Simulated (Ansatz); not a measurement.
**C3H9BO2Te: basis-set convergence**

Aim: see how fast density functionals converge with the basis set for C3H9BO2Te.

Computed with Ansatz 0.2.0, Gaussian basis. Level: one geometry, several basis sets.

Levels to be run: PBE0-D4/def2-SVP; ωB97M-V/def2-SVP; PBE0-D4/def2-QZVPP; ωB97M-V/def2-QZVPP; the functionals' def2-TZVPP values are taken from earlier runs.

## (1) Structure used throughout

The geometry comes from an earlier relaxation with PBE0-D4 in a triple-zeta def2 set; it is a stationary point, not always the lowest conformer. Te takes the def2 core potential; no spin-orbit term is included.

SMILES `CC(C)[Te]B(O)O`, 16 atoms, charge 0, spin multiplicity 1.

Atoms are counted from 1 here; the program's logs count them from 0.

Bond lengths: C1–C2 1.513 Å, C1–H8 1.090 Å, C1–H9 1.097 Å, C1–H10 1.093 Å, C2–C3 1.515 Å, C2–Te4 2.176 Å, C2–H11 1.091 Å, C3–H12 1.095 Å, C3–H13 1.094 Å, C3–H14 1.091 Å, Te4–B5 2.175 Å, B5–O6 1.364 Å, B5–O7 1.358 Å, O6–H15 0.958 Å, O7–H16 0.964 Å. Angles: C2–C1–H8 111.6°, C2–C1–H9 109.6°, C2–C1–H10 111.2°, H8–C1–H9 108.0°, H8–C1–H10 108.4°, H9–C1–H10 107.8°, C1–C2–C3 112.8°, C1–C2–Te4 111.2°, C1–C2–H11 110.2°, C3–C2–Te4 108.5°, C3–C2–H11 110.4°, Te4–C2–H11 103.3°, C2–C3–H12 109.7°, C2–C3–H13 111.4°, C2–C3–H14 112.1°, H12–C3–H13 107.3°, H12–C3–H14 108.1°, H13–C3–H14 108.1° and more.

As a file:

```tsv
atom	x (Å)	y (Å)	z (Å)
C1	0.7869	0.5997	1.3144
C2	0.6635	-0.5458	0.3332
C3	1.9226	-1.3845	0.2487
Te4	0.1788	0.1746	-1.6624
B5	-1.8887	0.6856	-1.2202
O6	-2.7288	1.2371	-2.1424
O7	-2.3631	0.4360	0.0277
H8	-0.1371	1.1743	1.3782
H9	1.0111	0.2060	2.3133
H10	1.5966	1.2771	1.0318
H11	-0.1930	-1.1703	0.5898
H12	2.1694	-1.7798	1.2400
H13	2.7770	-0.7898	-0.0868
H14	1.8080	-2.2290	-0.4333
H15	-2.3382	1.3955	-3.0032
H16	-3.2881	0.6908	0.1154
```

## (2) PBE0-D4 in def2-SVP

The input, in.yaml:

```yaml
crystal:
  periodic: [false, false, false]
  atoms:
    - {symbol: C, position_ang: [0.786928, 0.599664, 1.314386]}
    - {symbol: C, position_ang: [0.663535, -0.545761, 0.333193]}
    - {symbol: C, position_ang: [1.922610, -1.384533, 0.248708]}
    - {symbol: Te, position_ang: [0.178830, 0.174560, -1.662353]}
    - {symbol: B, position_ang: [-1.888740, 0.685617, -1.220206]}
    - {symbol: O, position_ang: [-2.728840, 1.237116, -2.142447]}
    - {symbol: O, position_ang: [-2.363082, 0.436034, 0.027718]}
    - {symbol: H, position_ang: [-0.137117, 1.174279, 1.378239]}
    - {symbol: H, position_ang: [1.011148, 0.206037, 2.313278]}
    - {symbol: H, position_ang: [1.596594, 1.277133, 1.031822]}
    - {symbol: H, position_ang: [-0.192986, -1.170310, 0.589758]}
    - {symbol: H, position_ang: [2.169376, -1.779813, 1.240004]}
    - {symbol: H, position_ang: [2.777033, -0.789823, -0.086765]}
    - {symbol: H, position_ang: [1.808026, -2.228964, -0.433264]}
    - {symbol: H, position_ang: [-2.338178, 1.395525, -3.003190]}
    - {symbol: H, position_ang: [-3.288133, 0.690837, 0.115417]}
basis:
  gaussian: {orbitals: def2-SVP}
hamiltonian: {xc: pbe0, dispersion: d4}
output: {orbitals: {seedname: orbitals}}
```

The runs that follow: ωB97M-V in def2-SVP; PBE0-D4 in def2-QZVPP; ωB97M-V in def2-QZVPP.

Q: Predict the results of all the runs planned. Wanted: PBE0-D4: double and triple zeta above quadruple; ωB97M-V: double and triple zeta above quadruple.

The runs gave:

| quantity | value |
| --- | --- |
| PBE0-D4: double and triple zeta above quadruple | 10.02, 0.51 eV |
| ωB97M-V: double and triple zeta above quadruple | 10.38, 0.50 eV |

PBE0-D4 gains 9.51 eV from double to triple zeta, then 0.51 eV more. Total energies overstate the basis error of differences, where much of it tends to cancel. The LUMO of ωB97M-V is positive and keeps falling with the basis (1.71 to 1.00 eV): an unbound level that the basis holds in place.
